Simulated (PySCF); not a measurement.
# C5H10O3 (methyl 2-methoxypropionate): the cost of one run

Programs: PySCF 2.14.0, with routines of our own; each step states its level. All values are computed. Atoms count from 0.

## (1) The starting structure

18 atoms, charge 0, multiplicity 1; geometry from: GFN2-xTB.

## (2) Geometry optimisation at PBE0-D3(BJ)/def2-SVP

Job settings and geometry (Å):

```
{"job": {"xc": "PBE0", "basis": "def2-SVP", "d3": "d3bj", "grid": 2, "kind": "geom"}, "charge": 0, "multiplicity": 1}
C      2.826481     0.414270     0.313709
O      1.491550     0.106474     0.698576
C      0.584864     0.082899    -0.287448
O      0.840839     0.329415    -1.433818
C     -0.785571    -0.307863     0.268060
C     -0.764117    -1.789669     0.645741
O     -1.820992    -0.117207    -0.660586
C     -2.086023     1.227883    -0.981669
H      3.431864     0.309010     1.210152
H      3.164454    -0.273901    -0.463523
H      2.884806     1.434748    -0.070301
H     -0.959262     0.304808     1.170585
H     -0.583615    -2.385405    -0.244827
H      0.014454    -1.977306     1.378924
H     -1.730109    -2.067098     1.057935
H     -2.307725     1.811532    -0.078547
H     -2.961059     1.213569    -1.628230
H     -1.249596     1.690159    -1.513055
```

Run with:

```console
$ OMP_NUM_THREADS=1 python excited_run.py task.json out
```

One launch serves the whole session: the jobs run in the order shown.

Q: Estimate the wall time and peak memory of this first job on 1 thread of Arm Neoverse V1, shared host.

About 2.2 min, with a peak of 0.75 GiB.
